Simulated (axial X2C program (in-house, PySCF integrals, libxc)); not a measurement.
# A two-component session on CuP⁻: EOM-EA-CCSD levels

Aim: EOM-EA-CCSD levels of CuP⁻, with spin–orbit coupling in the Hamiltonian from the start.

Method: two-component X2C with atomic mean-field terms, Cu dyall-acv3z, P dyall-av3z; program: an in-house X2C program for linear molecules on PySCF integrals.

All values are calculated.

**1. The job**

Contents of task.json:

```json
{"zs": [29, 15], "q": -1, "bas": ["dyall-acv3z", "dyall-av3z"], "r0": 2.17, "eom": "ea", "thr": -2.0, "nmax": 92, "grid": [1, 0.96, 1.045, 0.92, 1.09, 1.15], "rq": 0}
```

Keys: zs atomic numbers; q charge; bas basis sets; r0 starting distance in Å; eom kind of EOM run; thr threshold in hartree for freezing inner shells (an s shell follows its p shell); nmax most natural virtual spinors; grid distances as factors.

The run is started by

```bash
$ python soeom.py task.json out
```

After this run come: EOM-EA-CCSD at 2.124 Å.

Before running it: what results should come out? Wanted: next root led by one particle; T1 of the reference; lowest state, Re and ωe.

As calculated:

| quantity | value |
| --- | --- |
| lowest root at 2.124 Å | Ω = 3/2, 0.963 eV |
| next root led by one particle | Ω = 1/2, about 3280 cm⁻¹ higher |
| T1 of the reference | 0.043 |
| lowest state, Re and ωe | 2.102 Å, 387 cm⁻¹ |

The added electron is bound by 0.96 eV in a spinor of 73% P pπ, 21% Cu pπ. The closed-shell reference lies 0.89 eV above the lowest determinant found, so these energies count from an excited configuration. Errors of 0.1 to 0.3 eV are usual at this size, and roots led by higher excitations are left out, so the list is incomplete, and low states of that kind can be missing. T1 or the largest double amplitude of the reference is raised, which lowers the reliability. The bond is 0.048 Å shorter than in the closed-shell reference at CCSD (2.150 Å).
